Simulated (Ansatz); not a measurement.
**SbPt: stress in a strained cell**

Aim: deform SbPt (zz strain of -1 %) and compute stress, forces and field gradients with LAPW, PAW and all-electron datasets made for the crystal.

Computed with Ansatz 0.2.0 (DFT LDA, scalar-relativistic, unless a step's input says otherwise).

### 1 The starting structure

Symmetry: P6_3/mmc, No. 194, hexagonal system. The conventional cell has a = 4.130 Å, b = 4.130 Å, c = 5.472 Å, α = 90.00°, β = 90.00°, γ = 120.00°. Sb (site symmetry -6m2) is surrounded by 6 Pt at 2.75 Å. Pt (site symmetry -3m) has 2 Pt at 2.74 Å and 6 Sb at 2.75 Å in its first shell of neighbours.

As a file:

```
CELL_PARAMETERS angstrom
4.13000 0.00000 0.00000
-2.06500 3.57668 0.00000
0.00000 0.00000 5.47200
ATOMIC_POSITIONS crystal
Sb 0.33333 0.66667 0.25000
Sb 0.66667 0.33333 0.75000
Pt 0.00000 0.00000 0.00000
Pt 0.00000 0.00000 0.50000
```

Atoms are numbered in the order of the input: Sb1, Sb2, Pt3, Pt4.

### 2 The deformed structure

Space group P6_3/mmc before, P6_3/mmc after.

### 3 LAPW, all electrons

Contents of input.yaml:

```yaml
crystal:
  lattice:
    - [4.1299978706, 0.0, 0.0]
    - [-2.0649989353, 3.5766830735, 0.0]
    - [0.0, 0.0, 5.41728]
  atoms:
    - { symbol: Sb, position: [0.3333333333, 0.6666666667, 0.25] }
    - { symbol: Sb, position: [0.6666666667, 0.3333333333, 0.75] }
    - { symbol: Pt, position: [0.0, 0.0, 0.0] }
    - { symbol: Pt, position: [0.0, 0.0, 0.5] }
kpoints:
  mp_grid: { grid: [11, 11, 8] }
  band_path:
    path:
      - [0.0, 0.0, 0.0]
      - [0.5, 0.0, 0.0]
      - [0.3333333333, 0.3333333333, 0.0]
      - [0.0, 0.0, 0.0]
      - [0.0, 0.0, 0.5]
      - [0.5, 0.0, 0.5]
      - [0.3333333333, 0.3333333333, 0.5]
      - [0.0, 0.0, 0.5]
      - [0.5, 0.0, 0.5]
    npoints: 5
scf:
  occupations: { method: fermi_dirac, width: 0.08 }
hamiltonian:
  xc: lda
  pseudopotentials: { kind: all_electron, lapw: { basis_error: 0.0005 } }
output:
  forces: true
  stress: true
  eigenvalues: true
```

Started as:

```sh
> ansatz run input.yaml --threads 1 --pin off --max-ram 4096MiB --backend cpu --events-out ev --progress --plain --runs-dir out
```

### 4 Frozen-core PAW

Contents of input.yaml:

```yaml
crystal:
  lattice:
    - [4.1299978706, 0.0, 0.0]
    - [-2.0649989353, 3.5766830735, 0.0]
    - [0.0, 0.0, 5.41728]
  atoms:
    - { symbol: Sb, position: [0.3333333333, 0.6666666667, 0.25] }
    - { symbol: Sb, position: [0.6666666667, 0.3333333333, 0.75] }
    - { symbol: Pt, position: [0.0, 0.0, 0.0] }
    - { symbol: Pt, position: [0.0, 0.0, 0.5] }
kpoints:
  mp_grid: { grid: [11, 11, 8] }
scf:
  occupations: { method: fermi_dirac, width: 0.08 }
hamiltonian:
  xc: lda
  pseudopotentials: { kind: paw }
output:
  forces: true
  stress: true
  eigenvalues: true
  efg: { contact_densities: true }
```

### 5 Datasets made for this crystal

Changes to input.yaml since step 4:

```diff
@@ -16,3 +16,3 @@
   xc: lda
-  pseudopotentials: { kind: paw }
+  pseudopotentials: { kind: all_electron, datasets: crystal }
 output:
```

(Steps that only read results are left out.)

**Question.** What will these runs give? Wanted: pressure; largest shear or deviatoric stress.

**Answer**, as computed:

| quantity | value |
| --- | --- |
| pressure | LAPW 1.61, PAW 1.58, crystal datasets 1.62 GPa |
| largest shear or deviatoric stress (LAPW) | 0.16 GPa |

The largest part of the stress beyond the pressure is 0.16 GPa in size, in the zz component; the atoms are carried along and not relaxed. No run of the undeformed cell stands beside it, so pressure and stress hold what the given cell had before the change, as far as its symmetry allows. PAW: stress within 0.04 GPa of LAPW. Crystal datasets: stress within 0.01 GPa of LAPW. Spin-orbit coupling is left out, though the cell holds Pt; in elements this heavy it can shift bands and gaps by tenths of an eV.
